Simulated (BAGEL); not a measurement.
**A workflow on quartet SnHClOF**

We compute a single-point energy (quartet SnHClOF, UHF/x2c-SV(P)all), then a single-point energy (doublet SnHClOF, UHF/x2c-SVPall), then a single-point energy (quartet SnHClOF, UHF/x2c-SVPall), then the energy (doublet SnHClOF, UHF/x2c-TZVPall), then a single-point energy (quartet SnHClOF, UHF/x2c-TZVPall) of ClFHOSn. 

The calculation is run with BAGEL 1.2.2.

1 further run of the same task is left out (set aside as unsound or not needed).

### Step 1. The system as given

The species is SnHClOF (5 atoms), meant as a quartet with charge 0. As SMILES of the parent species, `[O][SnH]([F])[Cl]`. The shape is that of a PBE0-D4/def2-TZVP optimisation. That shape belongs to the parent species and isn't relaxed for this state.

Bond lengths: O1–Sn2 1.971 Å, Sn2–F3 1.903 Å, Sn2–Cl4 2.291 Å, Sn2–H5 1.690 Å. Angles: O1–Sn2–F3 106.9°, O1–Sn2–Cl4 106.9°, F3–Sn2–Cl4 105.0°, O1–Sn2–H5 112.1°, F3–Sn2–H5 109.4°, Cl4–Sn2–H5 115.9°.

### Step 2. A single-point energy at UHF/x2c-SV(P)all (DKH2, density fitting with AutoAux, property spin gap) (run 1)

input.json

```json
{ "bagel" : [

{
  "title" : "molecule",
  "basis" : "x2c-sv_p_all.json",
  "df_basis" : "x2c-sv_p_all-autoaux.json",
  "angstrom" : true,
  "dkh" : true,
  "geometry" : [
    { "atom" : "O", "xyz" : [    0.988600,    1.257600,    1.105400 ] },
    { "atom" : "Sn", "xyz" : [   -0.037900,    0.084300,   -0.100700 ] },
    { "atom" : "F", "xyz" : [    1.227900,   -0.923300,   -1.103200 ] },
    { "atom" : "Cl", "xyz" : [   -1.108700,   -1.453900,    1.216200 ] },
    { "atom" : "H", "xyz" : [   -1.020100,    0.961700,   -1.159200 ] }
  ]
},
{
  "title" : "uhf",
  "nopen" : 3
},
{
  "title" : "print",
  "file" : "orbitals.molden",
  "orbitals" : true
}

]}
```

The basis set x2c-SV(P)all is read from a file made from the Basis Set Exchange's data (not shown).

Started as:

```
$ BAGEL_NUM_THREADS=1 BAGEL input.json > input.out
```

Log:

```text
* using 1 threads per process

  ===============================================================
  ===============================================================

  *** Geometry ***

  { "atom" : "O", "xyz" : [      1.868183,      2.376520,      2.088903 ] },
  { "atom" : "Sn", "xyz" : [     -0.071621,      0.159304,     -0.190295 ] },
  { "atom" : "F", "xyz" : [      2.320395,     -1.744784,     -2.084746 ] },
  { "atom" : "Cl", "xyz" : [     -2.095139,     -2.747473,      2.298285 ] },
  { "atom" : "H", "xyz" : [     -1.927710,      1.817350,     -2.190571 ] },

  Number of auxiliary basis functions:      753

  Since a DF basis is specified, we compute 2- and 3-index integrals:
    o Being stored without compression. Storage requirement is 0.043 GB

  Number of basis functions:       84
  Number of electrons      :       85

    * METHOD: MOLECULE                             0.45

  *** Open-shell HF ***

  === Nuclear Repulsion ===
   507.7016917404

      * DIIS with orbital gradients will be used.

  === UHF iteration (x2c-sv_p_all.json) ===
      0      -6806.04423107          0.05081601           0.38
      1      -6804.32235440          0.09383028           0.37
      2      -6801.62937632          0.12262222           0.38
      3      -6806.70852421          0.02157304           0.37
      4      -6806.88446142          0.00917531           0.38
      5      -6806.91287218          0.00358569           0.37
      6      -6806.92317824          0.00144239           0.37
      7      -6806.92650631          0.00087219           0.38
      8      -6806.92892513          0.00068877           0.37
      9      -6806.93096087          0.00044339           0.37
[... 31 lines of this table left out ...]
     41      -6806.93302260          0.00000003           0.37
     42      -6806.93302260          0.00000002           0.37
     43      -6806.93302260          0.00000001           0.38
     44      -6806.93302260          0.00000001           0.37
    * SCF iteration converged.

    * S^2 (UHF) is 3.7738

    * Permanent dipole moment:
           (   -0.271486,    -1.646525,    -0.551184) a.u.

    * METHOD: UHF                                 17.30

    * METHOD: PRINT                                0.01

  ===============================================================
```

It took 18 s on 1 thread of Arm Neoverse V2, shared host; peak memory 0.2 GiB.

### Step 3. The doublet: a single-point energy at UHF/x2c-SVPall (DKH2, density fitting with AutoAux, property spin gap) (run 2)

hf.json

```json
{ "bagel": [

{
  "title": "molecule",
  "basis": "x2c-svpall.json",
  "df_basis": "x2c-svpall-autoaux.json",
  "angstrom": true,
  "dkh": true,
  "geometry": [
    { "atom": "O", "xyz": [       0.988600,       1.257600,       1.105400 ] },
    { "atom": "Sn", "xyz": [      -0.037900,       0.084300,      -0.100700 ] },
    { "atom": "F", "xyz": [       1.227900,      -0.923300,      -1.103200 ] },
    { "atom": "Cl", "xyz": [      -1.108700,      -1.453900,       1.216200 ] },
    { "atom": "H", "xyz": [      -1.020100,       0.961700,      -1.159200 ] }
  ]
},

{ "title": "uhf", "nopen": 1 },

{ "title": "print", "file": "orbitals.molden", "orbitals": true }

]}
```

The basis set x2c-SVPall is read from a file made from the Basis Set Exchange's data (not shown).

Started as:

```
$ BAGEL_NUM_THREADS=1 BAGEL hf.json > hf.out
```

Log:

```text
* using 1 threads per process

  ===============================================================
  ===============================================================

  *** Geometry ***

  { "atom" : "O", "xyz" : [      1.868183,      2.376520,      2.088903 ] },
  { "atom" : "Sn", "xyz" : [     -0.071621,      0.159304,     -0.190295 ] },
  { "atom" : "F", "xyz" : [      2.320395,     -1.744784,     -2.084746 ] },
  { "atom" : "Cl", "xyz" : [     -2.095139,     -2.747473,      2.298285 ] },
  { "atom" : "H", "xyz" : [     -1.927710,      1.817350,     -2.190571 ] },

  Number of auxiliary basis functions:      764

  Since a DF basis is specified, we compute 2- and 3-index integrals:
    o Being stored without compression. Storage requirement is 0.046 GB

  Number of basis functions:       87
  Number of electrons      :       85

    * METHOD: MOLECULE                             0.47

  *** Open-shell HF ***

  === Nuclear Repulsion ===
   507.7016917404

      * DIIS with orbital gradients will be used.

  === UHF iteration (x2c-svpall.json) ===
      0      -6806.45475748          0.04750758           0.41
      1      -6805.83990172          0.07731323           0.40
      2      -6805.48555308          0.07912458           0.40
      3      -6807.05359407          0.01479339           0.41
      4      -6807.11752121          0.00509087           0.40
      5      -6807.12547879          0.00191896           0.40
      6      -6807.12744196          0.00065656           0.40
      7      -6807.12792144          0.00045945           0.40
      8      -6807.12838457          0.00036388           0.40
      9      -6807.12884485          0.00025409           0.40
[... 33 lines of this table left out ...]
     43      -6807.12921211          0.00000003           0.40
     44      -6807.12921211          0.00000002           0.40
     45      -6807.12921211          0.00000001           0.40
     46      -6807.12921211          0.00000001           0.40
    * SCF iteration converged.

    * S^2 (UHF) is 0.7587

    * Permanent dipole moment:
           (    0.945169,    -0.588109,     0.471142) a.u.

    * METHOD: UHF                                 19.21

    * METHOD: PRINT                                0.01

  ===============================================================
```

Wall time 20 s (1 thread of Arm Neoverse V2, shared host); peak memory 0.21 GiB.

Runs 3 to 4 aren't shown in full; the table further down has their settings and results.

### Step 4. A single-point energy at UHF/x2c-TZVPall (DKH2, density fitting with AutoAux, property spin gap) (run 5)

input.json: that of step 2 with these lines changed.

```diff
@@ -4,4 +4,4 @@
   "title" : "molecule",
-  "basis" : "x2c-sv_p_all.json",
-  "df_basis" : "x2c-sv_p_all-autoaux.json",
+  "basis" : "x2c-tzvpall.json",
+  "df_basis" : "x2c-tzvpall-autoaux.json",
   "angstrom" : true,
@@ -16,11 +16,4 @@
 },
-{
-  "title" : "uhf",
-  "nopen" : 3
-},
-{
-  "title" : "print",
-  "file" : "orbitals.molden",
-  "orbitals" : true
-}
+{ "title" : "uhf", "nopen" : 3 },
+{ "title" : "print", "file" : "orbitals.molden", "orbitals" : true }
```

The basis set x2c-TZVPall is read from a file made from the Basis Set Exchange's data (not shown).

Started as:

```
$ BAGEL_NUM_THREADS=1 BAGEL input.json > input.out
```

Log:

```text
* using 1 threads per process

  ===============================================================
  ===============================================================

  *** Geometry ***

  { "atom" : "O", "xyz" : [      1.868183,      2.376520,      2.088903 ] },
  { "atom" : "Sn", "xyz" : [     -0.071621,      0.159304,     -0.190295 ] },
  { "atom" : "F", "xyz" : [      2.320395,     -1.744784,     -2.084746 ] },
  { "atom" : "Cl", "xyz" : [     -2.095139,     -2.747473,      2.298285 ] },
  { "atom" : "H", "xyz" : [     -1.927710,      1.817350,     -2.190571 ] },

  Number of auxiliary basis functions:     1135

  Since a DF basis is specified, we compute 2- and 3-index integrals:
    o Being stored without compression. Storage requirement is 0.247 GB

  Number of basis functions:      165
  Number of electrons      :       85

    * METHOD: MOLECULE                             1.80

  *** Open-shell HF ***

  === Nuclear Repulsion ===
   507.7016917404

      * DIIS with orbital gradients will be used.

  === UHF iteration (x2c-tzvpall.json) ===
      0      -6806.90975899          0.04394538           1.80
      1      -6803.67144116          0.08668371           1.83
      2      -6791.60969377          0.11986923           1.82
      3      -6807.08539738          0.03937656           1.82
      4      -6807.75449215          0.01919953           1.83
      5      -6807.90083308          0.00914365           1.82
      6      -6807.95707197          0.00282803           1.83
      7      -6807.96778952          0.00117750           1.85
      8      -6807.97302884          0.00090129           1.85
      9      -6807.97756206          0.00062991           1.85
[... 37 lines of this table left out ...]
     47      -6807.98325187          0.00000003           1.86
     48      -6807.98325187          0.00000002           1.86
     49      -6807.98325187          0.00000002           1.86
     50      -6807.98325187          0.00000001           1.88
    * SCF iteration converged.

    * S^2 (UHF) is 3.7740

    * Permanent dipole moment:
           (   -0.340494,    -1.673456,    -0.599665) a.u.

    * METHOD: UHF                                 96.35

    * METHOD: PRINT                                0.04

  ===============================================================
```

Run time: 98 s. Hardware: 1 thread of Arm Neoverse V2, shared host; peak memory 0.62 GiB.

### Step 5. All runs side by side

| run | level | partner | energy (Eh) | dipole moment (D) | ⟨S²⟩ | wall time |
| --- | --- | --- | --- | --- | --- | --- |
| 1 | UHF/x2c-SV(P)all (DKH2, density fitting with AutoAux, property spin gap) | other spin | -6806.933023 | 4.47 | 3.774 | 18 s |
| 2 | UHF/x2c-SVPall (DKH2, density fitting with AutoAux, property spin gap) | base | -6807.129212 | 3.07 | 0.759 | 20 s |
| 3 | UHF/x2c-SVPall (DKH2, density fitting with AutoAux, property spin gap) | other spin | -6806.936050 | 4.48 | 3.773 | 20 s |
| 4 | UHF/x2c-TZVPall (DKH2, density fitting with AutoAux, property spin gap) | base | -6808.175026 | 2.94 | 0.760 | 82 s |
| 5 | UHF/x2c-TZVPall (DKH2, density fitting with AutoAux, property spin gap) | other spin | -6807.983252 | 4.60 | 3.774 | 98 s |

### Step 6. Outcome

```
                                                         quantity           value
                             run 5, UHF/x2c-TZVPall: total energy  -6807.98325 Eh
                            run 5, UHF/x2c-TZVPall: dipole moment          4.60 D
                                     run 5, UHF/x2c-TZVPall: ⟨S²⟩           3.774
 vertical energy of the quartet above the doublet, UHF/x2c-SVPall        5.256 eV
vertical energy of the quartet above the doublet, UHF/x2c-TZVPall        5.218 eV
```

What this shows: At UHF/x2c-SVPall: at this shape the quartet lies 5.26 eV (121 kcal/mol) above the doublet. At UHF/x2c-TZVPall: at this shape the quartet lies 5.22 eV (120 kcal/mol) above the doublet. Over runs 1, 3, 5 the dipole moment (its size) runs from 4.47 D (UHF/x2c-SV(P)all) to 4.60 D (UHF/x2c-TZVPall). All runs together took 4 min, the longest 98 s.
